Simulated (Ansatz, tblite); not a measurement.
**C16H16S3Se: one state, many levels**

The task here is to estimate one member of a computed series from the others.

Program: Ansatz 0.2.0, Gaussian basis. Level of theory: as each input shows. These are calculated values, not measurements.

The runs, in order: GFN1-xTB, GFN2-xTB, PBE-D4/def2-TZVP, r2SCAN-D4/def2-TZVP, ωB97M-V/def2-TZVP, r2SCANh-D4/def2-TZVP, ωB97X-V/def2-TZVP, LC-ωPBE(0.10)/def2-SVP, LC-ωPBE(0.15)/def2-SVP, LC-ωPBE(0.20)/def2-SVP, LC-ωPBE(0.30)/def2-SVP, PBE-D4/def2-SVP, PBE0-D4/def2-SVP, HF/6-31G, B3LYP-D4/6-31G, MP2/def2-SVP, RPA/def2-SVP.

## The structure

The geometry is that of the singlet, from an earlier relaxation (r2SCAN-D4/def2-SVP).

SMILES `[SeH]CCCCc1ccc(-c2ccc(-c3cccs3)s2)s1`, 36 atoms, charge 0, spin multiplicity 1.

Bond lengths: Se1–C2 1.973 Å, Se1–H21 1.472 Å, C2–C3 1.526 Å, C2–H22 1.101 Å, C2–H23 1.100 Å, C3–C4 1.528 Å, C3–H24 1.104 Å, C3–H25 1.108 Å, C4–C5 1.534 Å, C4–H26 1.104 Å, C4–H27 1.103 Å, C5–C6 1.495 Å, C5–H28 1.104 Å, C5–H29 1.106 Å, C6–C7 1.379 Å, C6–S20 1.740 Å, C7–C8 1.419 Å, C7–H30 1.093 Å and more. Angles: C2–Se1–H21 94.5°, Se1–C2–C3 115.5°, Se1–C2–H22 103.4°, Se1–C2–H23 107.9°, C3–C2–H22 111.8°, C3–C2–H23 110.8°, H22–C2–H23 106.9°, C2–C3–C4 116.2°, C2–C3–H24 109.0°, C2–C3–H25 107.1°, C4–C3–H24 108.8°, C4–C3–H25 109.4°, H24–C3–H25 105.8°, C3–C4–C5 113.8°, C3–C4–H26 109.4°, C3–C4–H27 109.0°, C5–C4–H26 108.9°, C5–C4–H27 109.0° and more.

PBE0-D4/def2-TZVP was run before; its log isn't repeated, and its numbers join the tables.

The first run:

Tight binding, by tblite at 300 K electronic temperature and without a spin-polarisation term:

```python
tblite.interface.Calculator('GFN1-xTB', numbers, positions, charge=0, uhf=0).singlepoint()
```

Tight binding, by tblite at 300 K electronic temperature and without a spin-polarisation term:

```python
tblite.interface.Calculator('GFN2-xTB', numbers, positions, charge=0, uhf=0).singlepoint()
```

start.molden holds the orbitals of an earlier run on this state, given as this run's starting guess.

The input, in.yaml:

```yaml
crystal:
  periodic: [false, false, false]
  atoms:
    - {symbol: Se, position_ang: [5.874066, 1.738873, 1.119545]}
    - {symbol: C, position_ang: [6.366167, 0.262963, -0.094198]}
    - {symbol: C, position_ang: [5.656776, -1.062761, 0.163909]}
    - {symbol: C, position_ang: [4.129629, -1.018596, 0.176007]}
    - {symbol: C, position_ang: [3.515931, -0.470556, -1.118959]}
    - {symbol: C, position_ang: [2.021873, -0.526656, -1.144771]}
    - {symbol: C, position_ang: [1.196019, -1.266225, -1.965055]}
    - {symbol: C, position_ang: [-0.185077, -1.088372, -1.693119]}
    - {symbol: C, position_ang: [-0.428365, -0.206063, -0.651836]}
    - {symbol: C, position_ang: [-1.685424, 0.224545, -0.093900]}
    - {symbol: C, position_ang: [-1.928857, 1.153789, 0.909771]}
    - {symbol: C, position_ang: [-3.298682, 1.318486, 1.206486]}
    - {symbol: C, position_ang: [-4.132324, 0.521856, 0.432674]}
    - {symbol: C, position_ang: [-5.573597, 0.446522, 0.465370]}
    - {symbol: C, position_ang: [-6.463010, 1.321316, 1.076284]}
    - {symbol: C, position_ang: [-7.819300, 0.935973, 0.922504]}
    - {symbol: C, position_ang: [-7.966820, -0.223347, 0.194534]}
    - {symbol: S, position_ang: [-6.442102, -0.860284, -0.297280]}
    - {symbol: S, position_ang: [-3.189948, -0.439404, -0.678147]}
    - {symbol: S, position_ang: [1.080326, 0.398291, -0.011223]}
    - {symbol: H, position_ang: [6.304262, 1.035372, 2.339298]}
    - {symbol: H, position_ang: [6.130973, 0.664848, -1.092378]}
    - {symbol: H, position_ang: [7.458033, 0.137416, -0.048838]}
    - {symbol: H, position_ang: [6.009237, -1.478142, 1.124663]}
    - {symbol: H, position_ang: [5.998199, -1.772435, -0.614845]}
    - {symbol: H, position_ang: [3.787074, -0.399400, 1.023413]}
    - {symbol: H, position_ang: [3.741436, -2.035694, 0.355036]}
    - {symbol: H, position_ang: [3.888800, -1.045505, -1.985056]}
    - {symbol: H, position_ang: [3.847296, 0.573690, -1.267911]}
    - {symbol: H, position_ang: [1.584398, -1.919321, -2.750302]}
    - {symbol: H, position_ang: [-0.987210, -1.585470, -2.243514]}
    - {symbol: H, position_ang: [-1.125404, 1.693765, 1.416689]}
    - {symbol: H, position_ang: [-3.677458, 1.989399, 1.979909]}
    - {symbol: H, position_ang: [-6.138509, 2.222453, 1.599992]}
    - {symbol: H, position_ang: [-8.662956, 1.499353, 1.327012]}
    - {symbol: H, position_ang: [-8.885451, -0.740699, -0.081784]}
basis:
  gaussian: {orbitals: def2-TZVP, fitting: {mean_field: def2-universal-jkfit}, initial_orbitals: start.molden}
hamiltonian: {xc: pbe, dispersion: d4}
scf: {omitted_lower_state_checks: [starts]}
output: {orbitals: {seedname: orbitals}}
```

Command:

```sh
ansatz run in.yaml --threads 2 --pin off --events-out ev --progress --plain --max-ram 22528MiB --backend cuda --devices 0, --max-vram 18GiB
```

Steps of the session up to this table: PBE-D4/def2-TZVP; r2SCAN-D4/def2-TZVP; ωB97M-V/def2-TZVP; r2SCANh-D4/def2-TZVP; ωB97X-V/def2-TZVP; LC-ωPBE(0.10)/def2-SVP; LC-ωPBE(0.15)/def2-SVP; LC-ωPBE(0.20)/def2-SVP; LC-ωPBE(0.30)/def2-SVP; PBE-D4/def2-SVP; PBE0-D4/def2-SVP; HF/6-31G; B3LYP-D4/6-31G; MP2/def2-SVP; RPA/def2-SVP.

One of the session's tables, all rows but one given; the rest of the session is left out.

It belongs to the step «Binding energy». 

```
               level  binding an atom (eV)
            HF/6-31G                 3.092
         HF/def2-SVP                 3.416
     PBE-D4/def2-SVP                 4.916
    PBE-D4/def2-TZVP                 4.861
 r2SCAN-D4/def2-TZVP                 4.713
r2SCANh-D4/def2-TZVP                 4.680
      B3LYP-D4/6-31G                 4.496
    PBE0-D4/def2-SVP                 4.812
   PBE0-D4/def2-TZVP                 4.757
   ωB97X-V/def2-TZVP                     ?
   ωB97M-V/def2-TZVP                 4.676
        MP2/def2-SVP                 4.582
```

Estimate the missing values for ωB97X-V/def2-TZVP.

**Answer.** binding an atom (eV): 4.671. In the column «binding an atom (eV)» it lies between MP2/def2-SVP (4.582) and ωB97M-V/def2-TZVP (4.676).

Caveats from the session: Free atoms were run apart at each level; binding is atoms less cluster, divided by the number of atoms, without zero-point or spin-orbit terms.
